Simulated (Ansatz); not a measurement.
# CH₇BSSi: small, medium and large basis sets

The task here is to estimate one member of a computed series from the others.

The runs use Ansatz 0.2.0, Gaussian basis; one geometry, several basis sets.

Levels to be run: PBE0-D4/def2-SVP; ωB97M-V/def2-SVP; PBE0-D4/def2-QZVPP; ωB97M-V/def2-QZVPP; the functionals' def2-TZVPP values are taken from earlier runs.

## The relaxed structure

The geometry comes from an earlier relaxation with PBE0-D4 in a triple-zeta def2 set; it is a stationary point, not always the lowest conformer.

11 atoms, charge 0, spin multiplicity 1.

Atoms are counted from 1 here; the program's logs count them from 0.

Bond lengths: C1–B2 1.556 Å, C1–H5 1.097 Å, C1–H6 1.091 Å, C1–H7 1.097 Å, B2–S3 1.793 Å, B2–H8 1.200 Å, S3–Si4 2.149 Å, Si4–H9 1.483 Å, Si4–H10 1.484 Å, Si4–H11 1.483 Å. Angles: B2–C1–H5 109.4°, B2–C1–H6 115.0°, B2–C1–H7 109.4°, H5–C1–H6 108.7°, H5–C1–H7 105.1°, H6–C1–H7 108.7°, C1–B2–S3 120.7°, C1–B2–H8 120.8°, S3–B2–H8 118.5°, B2–S3–Si4 99.2°, S3–Si4–H9 110.3°, S3–Si4–H10 107.0°, S3–Si4–H11 110.3°, H9–Si4–H10 109.7°, H9–Si4–H11 109.7°, H10–Si4–H11 109.7°.

The first run:

File in.yaml:

```yaml
crystal:
  periodic: [false, false, false]
  atoms:
    - {symbol: C, position_ang: [-1.043535, 1.952693, 0.081441]}
    - {symbol: B, position_ang: [-0.433241, 0.533052, -0.103888]}
    - {symbol: S, position_ang: [0.993697, 0.018431, 0.851399]}
    - {symbol: Si, position_ang: [1.233316, -1.968838, 0.070203]}
    - {symbol: H, position_ang: [-1.046134, 2.477216, -0.881604]}
    - {symbol: H, position_ang: [-0.539935, 2.579226, 0.819119]}
    - {symbol: H, position_ang: [-2.100018, 1.861636, 0.361021]}
    - {symbol: H, position_ang: [-0.906841, -0.240545, -0.888890]}
    - {symbol: H, position_ang: [0.018064, -2.776785, 0.334966]}
    - {symbol: H, position_ang: [2.397039, -2.571798, 0.766252]}
    - {symbol: H, position_ang: [1.492985, -1.921287, -1.389317]}
basis:
  gaussian: {orbitals: def2-SVP}
hamiltonian: {xc: pbe0, dispersion: d4}
output: {orbitals: {seedname: orbitals}}
```

The run is started by

```bash
$ ansatz run in.yaml --threads 2 --pin off --events-out ev --progress --plain --max-ram 4352MiB
```

Steps of the session up to this table: PBE0-D4 in def2-SVP; ωB97M-V in def2-SVP; PBE0-D4 in def2-QZVPP; ωB97M-V in def2-QZVPP.

One table of the session follows, with a row left open; its other results are not shown here.

```
functional       basis  HOMO (eV)
   PBE0-D4    def2-SVP      -7.91
   PBE0-D4  def2-TZVPP      -7.95
   PBE0-D4  def2-QZVPP      -7.96
   ωB97M-V    def2-SVP     -10.01
   ωB97M-V  def2-TZVPP          ?
   ωB97M-V  def2-QZVPP     -10.11
```

Estimate the missing values for ωB97M-V, def2-TZVPP.

**Answer.** HOMO (eV): -10.09. In the column «HOMO (eV)» it lies between ωB97M-V, def2-QZVPP (-10.11) and ωB97M-V, def2-SVP (-10.01).
